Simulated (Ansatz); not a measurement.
**CH₆BClGe: one species, many methods**

An exercise on one series of results from a longer session: the logs are not shown, and one member is left open.

Program: Ansatz 0.2.0, Gaussian basis. Level of theory: functionals in def2-TZVPP, the program's frozen cores in correlated methods. These are calculated values, not measurements.

Levels to be run: LDA (SPW92), PBE-D4, revPBE-D4, BLYP-D4, r2SCAN-D4, B97M-V, PBE0-D4, B3LYP-D4, r2SCANh-D4, r2SCAN0-D4, HSE06-D4, BHLYP-D4, CAM-B3LYP-D4, LC-ωPBE, ωB97X-V, ωB97M-V, B2PLYP, PBE-QIDH; CCSD(T)/def2-SVP; CCSD(T)/def2-TZVPP; MP2/def2-QZVPP; extrapolation to the limit; RPA on PBE.

## The geometry

The geometry comes from an earlier relaxation with PBE0-D4 in a triple-zeta def2 set; it is a stationary point, not always the lowest conformer.

SMILES `C[B](Cl)[GeH3]`, 10 atoms, charge 0, spin multiplicity 1.

Atoms are counted from 1 here; the program's logs count them from 0.

Bond lengths: C1–B2 1.552 Å, C1–H5 1.096 Å, C1–H6 1.091 Å, C1–H7 1.099 Å, B2–Cl3 1.755 Å, B2–Ge4 2.074 Å, Ge4–H8 1.540 Å, Ge4–H9 1.541 Å, Ge4–H10 1.539 Å. Angles: B2–C1–H5 110.7°, B2–C1–H6 114.7°, B2–C1–H7 108.1°, H5–C1–H6 109.6°, H5–C1–H7 104.7°, H6–C1–H7 108.5°, C1–B2–Cl3 119.9°, C1–B2–Ge4 123.6°, Cl3–B2–Ge4 116.6°, B2–Ge4–H8 109.9°, B2–Ge4–H9 112.3°, B2–Ge4–H10 111.1°, H8–Ge4–H9 107.7°, H8–Ge4–H10 107.4°, H9–Ge4–H10 108.2°.

Set-up of the first run:

Input file in.yaml:

```yaml
crystal:
  periodic: [false, false, false]
  atoms:
    - {symbol: C, position_ang: [-0.191482, 1.069267, -1.179623]}
    - {symbol: B, position_ang: [0.523429, -0.102147, -0.455824]}
    - {symbol: Cl, position_ang: [1.979452, -0.797991, -1.145970]}
    - {symbol: Ge, position_ang: [-0.135616, -0.916867, 1.333891]}
    - {symbol: H, position_ang: [-1.267572, 0.878463, -1.256971]}
    - {symbol: H, position_ang: [0.209572, 1.308496, -2.165556]}
    - {symbol: H, position_ang: [-0.110847, 1.962104, -0.544279]}
    - {symbol: H, position_ang: [-0.602625, -2.367095, 1.108073]}
    - {symbol: H, position_ang: [-1.317548, -0.131389, 1.933778]}
    - {symbol: H, position_ang: [0.996436, -0.953940, 2.375381]}
basis:
  gaussian: {orbitals: def2-TZVPP}
hamiltonian: {xc: lda}
output: {orbitals: {seedname: orbitals}}
```

The run is started by

```console
ansatz run in.yaml --threads 4 --pin off --events-out ev --progress --plain --max-ram 10444MiB
```

Steps of the session up to this table: LDA; PBE-D4 (GGA); revPBE-D4 (GGA); BLYP-D4 (GGA); r2SCAN-D4 (meta-GGA); B97M-V (meta-GGA); B3LYP-D4 (hybrid); r2SCANh-D4 (hybrid); r2SCAN0-D4 (hybrid); HSE06-D4 (hybrid); BHLYP-D4 (hybrid); CAM-B3LYP-D4 (range-separated); LC-ωPBE (range-separated); ωB97X-V (range-separated); ωB97M-V (range-separated); B2PLYP (double hybrid); PBE-QIDH (double hybrid).

One of the session's tables, all rows but one given; the rest of the session is left out.

It belongs to the step «Frontier levels by functional». 

```
  functional  HOMO (eV)  LUMO (eV)  gap (eV)
 LDA (SPW92)      -6.67      -2.83      3.84
      PBE-D4          ?          ?         ?
   revPBE-D4      -6.51      -2.53      3.98
     BLYP-D4      -6.44      -2.44      4.00
   r2SCAN-D4      -6.82      -2.34      4.48
      B97M-V      -6.93      -2.34      4.60
     PBE0-D4      -7.77      -1.69      6.08
    B3LYP-D4      -7.58      -1.87      5.71
  r2SCANh-D4      -7.27      -2.02      5.25
  r2SCAN0-D4      -7.94      -1.53      6.41
    HSE06-D4      -7.37      -2.07      5.30
    BHLYP-D4      -8.90      -0.61      8.30
CAM-B3LYP-D4      -9.11      -0.52      8.59
     LC-ωPBE     -10.42       0.60     11.02
     ωB97X-V     -10.08       0.52     10.60
     ωB97M-V      -9.91       0.34     10.25
```

Q: Estimate the row for PBE-D4 from the others.

As computed: HOMO (eV): -6.56; LUMO (eV): -2.62; gap (eV): 3.94. In the column «HOMO (eV)» it lies between LDA (SPW92) (-6.67) and revPBE-D4 (-6.51).
